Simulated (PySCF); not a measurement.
# PbF3: a ladder of methods and rigid scans

Aim: at the PBE0 minimum of doublet PbF3, found before, compare methods on energies and levels. Rigid scans about the minimum follow.

Program: PySCF 2.14.0. Level of theory: several methods, basis Pb def2-TZVP with ECP60, F def2-TZVP, scalar-relativistic core potentials, no spin–orbit coupling, density fitting. These are calculated values, not measurements.

### Step 1. The system as given

4 atoms, charge 0, spin multiplicity 2.

Bond lengths: Pb1–F2 2.029 Å, Pb1–F3 2.029 Å, Pb1–F4 2.029 Å. Angles: F2–Pb1–F3 107.6°, F2–Pb1–F4 107.6°, F3–Pb1–F4 107.6°.

```xyz
4
charge 0 multiplicity 2
Pb    0.0000    0.0000   -0.1568
F     1.8905    0.0000    0.5805
F    -0.9452    1.6372    0.5805
F    -0.9453   -1.6372    0.5805
```

### Step 2. PBE0

The steps are one call of a driver around PySCF; scf.py gives each level's set-up. Each SCF starts from the density of the minimum. The driver also runs the species with one electron less or more at the same geometry (one less: multiplicity 1, one more: multiplicity 1); their logs are not shown.

Input file scf.py:

```python
from pyscf import gto, scf, dft
mol = gto.M(atom='''
Pb    -0.000000    -0.000000    -0.156848
F      1.890509    -0.000008     0.580463
F     -0.945247     1.637232     0.580464
F     -0.945261    -1.637224     0.580465''',
    basis={'Pb': 'def2-TZVP', 'F': 'def2-TZVP'},
    ecp={'Pb': 'def2-TZVP'},
    charge=0, spin=1)
mf = dft.UKS(mol, xc='PBE0')
mf.grids.atom_grid = (75, 302)
aux = {'Pb': 'def2-universal-JKFIT', 'F': 'def2-universal-JKFIT'}
mf = mf.density_fit(auxbasis=aux)
mf.kernel()
```

Standard output:

```text
init E= -492.268450187071
[... the frontier-level lines of each cycle are left out ...]
cycle= 1 E= -492.26845018707  delta_E= 5.68e-13  |g|= 2.44e-07  |ddm|= 5.25e-07
Extra cycle  E= -492.268450187069  delta_E= 9.09e-13  |g|= 3.91e-07  |ddm|= 4.61e-07
converged SCF energy = -492.268450187069  <S^2> = 0.75813982  2S+1 = 2.0081233
```

This level, with the species of one electron less or more, ran for 12 s (2 threads, shared host).

| Item | Value |
| --- | --- |
| energy | -492.268450 Eh |
| one electron less (charge +1) | -491.835317 Eh (singlet, ⟨S²⟩ 0.00) |
| one electron more (charge -1) | -492.422030 Eh (singlet, ⟨S²⟩ 0.00) |
| Mulliken charge of Pb1 | +1.29 e |

### Step 3. HF

scf.py: that of step 2 with these lines changed.

```diff
@@ -10,2 +10 @@
-mf = dft.UKS(mol, xc='PBE0')
-mf.grids.atom_grid = (75, 302)
+mf = scf.UHF(mol)
```

Standard output:

```text
init E= -490.232379219401
[... the frontier-level lines of each cycle are left out ...]
cycle= 1 E= -490.272278943503  delta_E= -0.0399  |g|= 0.0768  |ddm|= 0.489
cycle= 2 E= -490.275597989234  delta_E= -0.00332  |g|= 0.0364  |ddm|= 0.109
cycle= 3 E= -490.276403859396  delta_E= -0.000806  |g|= 0.0184  |ddm|= 0.0561
cycle= 4 E= -490.276785265151  delta_E= -0.000381  |g|= 0.00614  |ddm|= 0.0457
cycle= 5 E= -490.276886470944  delta_E= -0.000101  |g|= 0.00347  |ddm|= 0.0242
cycle= 6 E= -490.276918353658  delta_E= -3.19e-05  |g|= 0.00206  |ddm|= 0.0124
cycle= 7 E= -490.27693153209  delta_E= -1.32e-05  |g|= 0.000729  |ddm|= 0.0091
cycle= 8 E= -490.276932730889  delta_E= -1.2e-06  |g|= 0.000299  |ddm|= 0.0025
cycle= 9 E= -490.27693290204  delta_E= -1.71e-07  |g|= 0.000107  |ddm|= 0.00104
cycle= 10 E= -490.276932922006  delta_E= -2e-08  |g|= 4.51e-05  |ddm|= 0.000325
cycle= 11 E= -490.276932925997  delta_E= -3.99e-09  |g|= 1.91e-05  |ddm|= 0.000134
Extra cycle  E= -490.276932926495  delta_E= -4.98e-10  |g|= 1.28e-05  |ddm|= 2.57e-05
converged SCF energy = -490.276932926495  <S^2> = 0.7822344  2S+1 = 2.0319787
```

This level, with the species of one electron less or more, took 5.8 s.

* energy: -490.276933 Eh
* one electron less (charge +1): -489.837455 Eh (singlet, ⟨S²⟩ 0.00)
* one electron more (charge -1): -490.413708 Eh (singlet, ⟨S²⟩ 0.00)
* Mulliken charge of Pb1: +1.64 e

### Step 4. PBE

scf.py: that of step 3 with these lines changed.

```diff
@@ -10 +10,2 @@
-mf = scf.UHF(mol)
+mf = dft.UKS(mol, xc='PBE')
+mf.grids.atom_grid = (75, 302)
```

Standard output:

```text
init E= -492.317438050876
[... the frontier-level lines of each cycle are left out ...]
cycle= 1 E= -492.319515407682  delta_E= -0.00208  |g|= 0.0998  |ddm|= 0.291
cycle= 2 E= -492.297594550028  delta_E= 0.0219  |g|= 0.277  |ddm|= 0.316
cycle= 3 E= -492.323568581919  delta_E= -0.026  |g|= 0.0182  |ddm|= 0.199
cycle= 4 E= -492.323718455802  delta_E= -0.00015  |g|= 0.00157  |ddm|= 0.0223
cycle= 5 E= -492.323719218076  delta_E= -7.62e-07  |g|= 0.000418  |ddm|= 0.00208
cycle= 6 E= -492.323719268192  delta_E= -5.01e-08  |g|= 0.000212  |ddm|= 0.000594
cycle= 7 E= -492.32371926077  delta_E= 7.42e-09  |g|= 0.000247  |ddm|= 0.000297
cycle= 8 E= -492.323719282478  delta_E= -2.17e-08  |g|= 6.22e-05  |ddm|= 0.000219
cycle= 9 E= -492.323719283829  delta_E= -1.35e-09  |g|= 8.6e-06  |ddm|= 6.06e-05
Extra cycle  E= -492.323719283765  delta_E= 6.39e-11  |g|= 1.59e-05  |ddm|= 2.87e-05
converged SCF energy = -492.323719283765  <S^2> = 0.75205086  2S+1 = 2.0020498
```

This level, with the species of one electron less or more, took 28 s.

- energy: -492.323719 Eh
- one electron less (charge +1): -491.906840 Eh (singlet, ⟨S²⟩ 0.00)
- one electron more (charge -1): -492.466738 Eh (singlet, ⟨S²⟩ 0.00)
- Mulliken charge of Pb1: +1.16 e

### Step 5. r2SCAN

scf.py: that of step 4 with these lines changed.

```diff
@@ -10,2 +10,2 @@
-mf = dft.UKS(mol, xc='PBE')
-mf.grids.atom_grid = (75, 302)
+mf = dft.UKS(mol, xc='R2SCAN')
+mf.grids.atom_grid = (90, 434)
```

Standard output:

```text
init E= -492.532899865984
[... the frontier-level lines of each cycle are left out ...]
cycle= 1 E= -492.534367651888  delta_E= -0.00147  |g|= 0.0217  |ddm|= 0.158
cycle= 2 E= -492.533930659291  delta_E= 0.000437  |g|= 0.0418  |ddm|= 0.0774
cycle= 3 E= -492.53457128109  delta_E= -0.000641  |g|= 0.00708  |ddm|= 0.0419
cycle= 4 E= -492.53458401387  delta_E= -1.27e-05  |g|= 0.00142  |ddm|= 0.00577
cycle= 5 E= -492.534584702687  delta_E= -6.89e-07  |g|= 0.000403  |ddm|= 0.00151
cycle= 6 E= -492.534584743665  delta_E= -4.1e-08  |g|= 0.000227  |ddm|= 0.000483
cycle= 7 E= -492.534584746873  delta_E= -3.21e-09  |g|= 0.000213  |ddm|= 0.000293
cycle= 8 E= -492.53458476375  delta_E= -1.69e-08  |g|= 1.69e-05  |ddm|= 0.000172
cycle= 9 E= -492.534584763861  delta_E= -1.11e-10  |g|= 4.12e-06  |ddm|= 1.86e-05
Extra cycle  E= -492.534584763851  delta_E= 1.05e-11  |g|= 7.51e-06  |ddm|= 1.02e-05
converged SCF energy = -492.534584763851  <S^2> = 0.75557225  2S+1 = 2.0055645
```

This level, with the species of one electron less or more, took 61 s.

| Item | Value |
| --- | --- |
| energy | -492.534585 Eh |
| one electron less (charge +1) | -492.106602 Eh (singlet, ⟨S²⟩ 0.00) |
| one electron more (charge -1) | -492.683146 Eh (singlet, ⟨S²⟩ 0.00) |
| Mulliken charge of Pb1 | +1.27 e |

### Step 6. B3LYP

scf.py: that of step 5 with these lines changed.

```diff
@@ -10,2 +10,2 @@
-mf = dft.UKS(mol, xc='R2SCAN')
-mf.grids.atom_grid = (90, 434)
+mf = dft.UKS(mol, xc='B3LYP')
+mf.grids.atom_grid = (75, 302)
```

Standard output:

```text
init E= -492.625970280778
[... the frontier-level lines of each cycle are left out ...]
cycle= 1 E= -492.627441633592  delta_E= -0.00147  |g|= 0.0225  |ddm|= 0.0839
cycle= 2 E= -492.627211801581  delta_E= 0.00023  |g|= 0.0346  |ddm|= 0.031
cycle= 3 E= -492.627550900529  delta_E= -0.000339  |g|= 0.00548  |ddm|= 0.0229
cycle= 4 E= -492.627561773426  delta_E= -1.09e-05  |g|= 0.00122  |ddm|= 0.00531
cycle= 5 E= -492.627562312029  delta_E= -5.39e-07  |g|= 0.000315  |ddm|= 0.00144
cycle= 6 E= -492.627562401197  delta_E= -8.92e-08  |g|= 0.000138  |ddm|= 0.000742
cycle= 7 E= -492.627562413274  delta_E= -1.21e-08  |g|= 3.27e-05  |ddm|= 0.000285
cycle= 8 E= -492.627562413108  delta_E= 1.66e-10  |g|= 5.67e-05  |ddm|= 7.54e-05
Extra cycle  E= -492.627562406752  delta_E= 6.36e-09  |g|= 0.00015  |ddm|= 0.000126
converged SCF energy = -492.627562406752  <S^2> = 0.75643373  2S+1 = 2.0064234
```

This level, with the species of one electron less or more, ran for 20 s (2 threads, shared host).

```
energy                        : -492.627562 Eh
one electron less (charge +1) : -492.193252 Eh (singlet, ⟨S²⟩ 0.00)
one electron more (charge -1) : -492.784318 Eh (singlet, ⟨S²⟩ 0.00)
Mulliken charge of Pb1        : +1.29 e
```

### Step 7. TPSSh

scf.py: that of step 6 with these lines changed.

```diff
@@ -10,2 +10,2 @@
-mf = dft.UKS(mol, xc='B3LYP')
-mf.grids.atom_grid = (75, 302)
+mf = dft.UKS(mol, xc='TPSSH')
+mf.grids.atom_grid = (90, 434)
```

Standard output:

```text
init E= -492.489275462158
[... the frontier-level lines of each cycle are left out ...]
cycle= 1 E= -492.490308595818  delta_E= -0.00103  |g|= 0.013  |ddm|=  0.1
cycle= 2 E= -492.490186694442  delta_E= 0.000122  |g|= 0.0241  |ddm|= 0.0349
cycle= 3 E= -492.490387805383  delta_E= -0.000201  |g|= 0.00267  |ddm|= 0.0186
cycle= 4 E= -492.490389553867  delta_E= -1.75e-06  |g|= 0.00123  |ddm|= 0.00288
cycle= 5 E= -492.490390017666  delta_E= -4.64e-07  |g|= 0.000329  |ddm|= 0.00134
cycle= 6 E= -492.490390069746  delta_E= -5.21e-08  |g|= 0.000115  |ddm|= 0.000446
cycle= 7 E= -492.490390076131  delta_E= -6.38e-09  |g|= 2.71e-05  |ddm|= 0.000178
Extra cycle  E= -492.490390074495  delta_E= 1.64e-09  |g|= 7.56e-05  |ddm|= 7.36e-05
converged SCF energy = -492.490390074495  <S^2> = 0.75491961  2S+1 = 2.0049136
```

This level, with the species of one electron less or more, took 46 s.

- energy: -492.490390 Eh
- one electron less (charge +1): -492.067540 Eh (singlet, ⟨S²⟩ 0.00)
- one electron more (charge -1): -492.636951 Eh (singlet, ⟨S²⟩ 0.00)
- Mulliken charge of Pb1: +1.27 e

### Step 8. TPSS

scf.py: that of step 7 with these lines changed.

```diff
@@ -10 +10 @@
-mf = dft.UKS(mol, xc='TPSSH')
+mf = dft.UKS(mol, xc='TPSS')
```

Standard output:

```text
init E= -492.529073214101
[... the frontier-level lines of each cycle are left out ...]
cycle= 1 E= -492.531637996334  delta_E= -0.00256  |g|= 0.0473  |ddm|= 0.21
cycle= 2 E= -492.526994356037  delta_E= 0.00464  |g|= 0.128  |ddm|= 0.159
cycle= 3 E= -492.532658277438  delta_E= -0.00566  |g|= 0.011  |ddm|= 0.0923
cycle= 4 E= -492.532714386762  delta_E= -5.61e-05  |g|= 0.0019  |ddm|= 0.0139
cycle= 5 E= -492.532715362019  delta_E= -9.75e-07  |g|= 0.000447  |ddm|= 0.00161
cycle= 6 E= -492.532715419874  delta_E= -5.79e-08  |g|= 0.000195  |ddm|= 0.000457
cycle= 7 E= -492.53271542048  delta_E= -6.06e-10  |g|= 0.000194  |ddm|= 0.000267
cycle= 8 E= -492.532715434042  delta_E= -1.36e-08  |g|= 4.31e-05  |ddm|= 0.000171
cycle= 9 E= -492.53271543472  delta_E= -6.78e-10  |g|= 7.13e-06  |ddm|= 4.74e-05
Extra cycle  E= -492.532715434686  delta_E= 3.48e-11  |g|= 1.21e-05  |ddm|= 2.59e-05
converged SCF energy = -492.532715434686  <S^2> = 0.75284456  2S+1 = 2.0028425
```

This level, with the species of one electron less or more, took 59 s.

* energy: -492.532715 Eh
* one electron less (charge +1): -492.116477 Eh (singlet, ⟨S²⟩ 0.00)
* one electron more (charge -1): -492.674778 Eh (singlet, ⟨S²⟩ 0.00)
* Mulliken charge of Pb1: +1.23 e

### Step 9. BHandHLYP

scf.py: that of step 8 with these lines changed.

```diff
@@ -10,2 +10,2 @@
-mf = dft.UKS(mol, xc='TPSS')
-mf.grids.atom_grid = (90, 434)
+mf = dft.UKS(mol, xc='BHANDHLYP')
+mf.grids.atom_grid = (75, 302)
```

Standard output:

```text
init E= -492.30832456197
[... the frontier-level lines of each cycle are left out ...]
cycle= 1 E= -492.311529724111  delta_E= -0.00321  |g|= 0.0613  |ddm|= 0.204
cycle= 2 E= -492.310683194053  delta_E= 0.000847  |g|= 0.0836  |ddm|= 0.0794
cycle= 3 E= -492.312753559181  delta_E= -0.00207  |g|= 0.00246  |ddm|= 0.0491
cycle= 4 E= -492.312762323984  delta_E= -8.76e-06  |g|= 0.00138  |ddm|= 0.00768
cycle= 5 E= -492.312764101593  delta_E= -1.78e-06  |g|= 0.00058  |ddm|= 0.00261
cycle= 6 E= -492.312764613707  delta_E= -5.12e-07  |g|= 0.000224  |ddm|= 0.00163
cycle= 7 E= -492.312764755019  delta_E= -1.41e-07  |g|= 9.27e-05  |ddm|= 0.000819
cycle= 8 E= -492.312764781549  delta_E= -2.65e-08  |g|= 2.43e-05  |ddm|= 0.000436
cycle= 9 E= -492.312764782177  delta_E= -6.27e-10  |g|= 3.08e-06  |ddm|= 5.91e-05
Extra cycle  E= -492.312764782184  delta_E= -7.62e-12  |g|= 3.17e-06  |ddm|= 6.17e-06
converged SCF energy = -492.312764782184  <S^2> = 0.76641143  2S+1 = 2.0163446
```

This level, with the species of one electron less or more, took 19 s.

- energy: -492.312765 Eh
- one electron less (charge +1): -491.866747 Eh (singlet, ⟨S²⟩ 0.00)
- one electron more (charge -1): -492.474222 Eh (singlet, ⟨S²⟩ 0.00)
- Mulliken charge of Pb1: +1.42 e

### Step 10. The ladder

| level | atomisation energy (kJ/mol) | vertical ionisation energy (eV) | vertical electron affinity (eV) | −ε(HOMO) (eV) | gap (eV) | dipole (D) | wall time |
| --- | --- | --- | --- | --- | --- | --- | --- |
| PBE0 | 1058 | 11.79 | 4.18 | 9.39 | 2.96 | 3.41 | 12 s |
| HF | 541 | 11.96 | 3.72 | 12.85 | 10.00 | 4.05 | 5.8 s |
| PBE | 1185 | 11.34 | 3.89 | 7.93 | 0.77 | 3.09 | 28 s |
| r2SCAN | 1116 | 11.65 | 4.04 | 8.40 | 1.30 | 3.23 | 61 s |
| B3LYP | 1079 | 11.82 | 4.27 | 9.18 | 2.42 | 3.37 | 20 s |
| TPSSh | 1097 | 11.51 | 3.99 | 8.56 | 1.78 | 3.27 | 46 s |
| TPSS | 1145 | 11.33 | 3.87 | 7.98 | 0.93 | 3.14 | 59 s |
| BHandHLYP | 940 | 12.14 | 4.39 | 10.75 | 5.07 | 3.70 | 19 s |

Times are for 2 threads, shared host; PBE0 starts from its own converged density, so its time is not comparable. A dash stands where a species or a free atom was not run at that level, or the quantity is not defined.

Atomisation goes to high-spin atoms in their ground configurations, run at the same level, without zero-point energy.

### Step 11. Breathing scan

A rigid scan with PBE0: all bonds to the central atom are scaled together. Each point starts from its neighbour's orbitals, and energies count from the minimum.

```
scale of all bonds to the centre  energy (kJ/mol)  dipole size (D)  ⟨S²⟩
                            0.88            243.0             2.20  0.75
                            0.92             91.3             2.64  0.75
                            0.96             19.4             3.05  0.76
                            1.00              0.0             3.41  0.76
                            1.04             14.1             3.74  0.76
                            1.08             48.8             4.03  0.77
                            1.14            121.1             4.42  0.78
                            1.22            231.3             4.90  0.79
                            1.35            407.5             5.68  0.85
```

The scan ran for 91 s (2 threads, shared host).

### Step 12. Stretching one bond

A rigid scan with PBE0: the bond from Pb to the last atom (F) is scaled and the rest held.

```
scale of one bond  energy (kJ/mol)  dipole size (D)  ⟨S²⟩
             0.92             29.4             3.26  0.76
             0.96              6.3             3.31  0.76
             1.00              0.0             3.41  0.76
             1.05              6.9             3.56  0.76
             1.12             30.2             3.72  0.76
             1.20             61.3             3.73  0.77
             1.35            106.5             3.53  0.77
             1.55            136.8             3.46  0.76
             1.80            149.5             3.93  0.75
             2.20            152.3             4.24  0.75
```

The scan took 2.9 min.

### Step 13. Umbrella curve

A rigid scan with PBE0: angle between each bond and the threefold axis, bonds fixed.

```csv
angle of the bonds to the threefold axis (°),energy (kJ/mol),dipole size (D),⟨S²⟩
55,38.2,5.66,0.76
60,14.0,4.89,0.76
65,2.2,4.06,0.76
70,0.2,3.18,0.76
75,4.9,2.30,0.76
80,13.7,1.46,0.76
85,22.5,0.69,0.76
90,26.0,0.00,0.76
```

The scan took 84 s.

### Step 14. Outcome

```
                         quantity                                 value
        atomisation energy, range         541 (HF) to 1185 (PBE) kJ/mol
vertical ionisation energy, range  11.33 (TPSS) to 12.14 (BHandHLYP) eV
vertical electron affinity, range      3.72 (HF) to 4.39 (BHandHLYP) eV
               orbital gap, range           0.77 (PBE) to 10.00 (HF) eV
             all bonds 4 % longer                           14.1 kJ/mol
             one bond 20 % longer                           61.3 kJ/mol
         planar shape, bonds held                           26.0 kJ/mol
```

In words: The atomisation energy spreads over 644 kJ/mol, from HF to PBE; without a CCSD(T) value for it there is no yardstick here. Without diffuse functions electron affinities tend to come out too low. The well is lopsided, 19.4 kJ/mol for 4 % shorter bonds against 14.1 for 4 % longer ones. Held rigid otherwise, the planar shape costs 26 kJ/mol. With an element this heavy the missing spin–orbit coupling can shift these numbers.
